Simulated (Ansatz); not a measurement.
# AlBCl2H4O: the cost of one run

Program: Ansatz 0.2.0. Level of theory: RKS PBE/def2-SVP. These are calculated values, not measurements.

## Step 1: The system as given

Bond lengths: B1–Cl2 2.210 Å, B1–H3 1.190 Å, B1–Cl4 1.860 Å, B1–O5 1.710 Å, O5–Al6 1.780 Å, Al6–H7 1.560 Å, Al6–H8 1.560 Å, Cl2–H9 1.346 Å, O5–H9 1.148 Å. Angles: B1–Cl2–H9 63.4°, Cl2–B1–H3 120.0°, Cl2–B1–Cl4 120.0°, Cl2–B1–O5 71.6°, H3–B1–Cl4 120.0°, H3–B1–O5 105.6°, Cl4–B1–O5 92.7°, B1–O5–Al6 125.0°, B1–O5–H9 87.0°, Al6–O5–H9 143.0°, O5–Al6–H7 120.0°, O5–Al6–H8 120.0°, H7–Al6–H8 120.0°, Cl2–H9–O5 138.0°.

Structure file:

```xyz
9

B     0.0000    0.0000    0.0000
Cl    0.0000    0.0000    2.2100
H     1.0305    0.0000   -0.5950
Cl   -1.6108    0.0000   -0.9300
O    -0.2190   -1.6079    0.5392
Al   -0.9015   -2.9289   -0.4394
H    -0.2335   -4.3385   -0.4212
H    -2.1676   -2.6770   -1.3152
H    -0.1624   -1.1927    1.6085
```

## Step 2: Pulling towards end A

Springs on the bonds that form and break draw the guess towards this end; the thresholds are loose.

The input, input.yaml:

```yaml
crystal:
  periodic: [false, false, false]
  atoms:
    - { symbol: B, position_ang: [0.0, 0.0, 0.0] }
    - { symbol: Cl, position_ang: [0.0, 0.0, 2.21] }
    - { symbol: H, position_ang: [1.0305, 0.0, -0.595] }
    - { symbol: Cl, position_ang: [-1.6108, 0.0, -0.93] }
    - { symbol: O, position_ang: [-0.219, -1.6079, 0.5392] }
    - { symbol: Al, position_ang: [-0.9015, -2.9289, -0.4394] }
    - { symbol: H, position_ang: [-0.2335, -4.3385, -0.4212] }
    - { symbol: H, position_ang: [-2.1676, -2.677, -1.3152] }
    - { symbol: H, position_ang: [-0.1624, -1.1927, 1.6085] }
basis:
  gaussian: { orbitals: def2-SVP }
hamiltonian:
  xc: pbe
relax:
  f_tol: 0.15
  max_steps: 25
  restrain:
    - { distance: [0, 4], at: 2.61, k: 30.0 }
    - { distance: [8, 1], at: 2.57, k: 30.0 }
    - { distance: [0, 1], at: 1.86, k: 30.0 }
    - { distance: [8, 4], at: 1.01, k: 30.0 }
output:
  orbitals: {}
```

Run with:

```sh
$ ansatz run input.yaml --threads 2 --pin off --max-ram 3072MiB --backend cpu --events-out ev --progress --plain --runs-dir out
```

Q: Estimate wall time and peak memory on 2 threads of Arm Neoverse V2, shared host.

About 40 s, with a peak of 0.15 GiB.
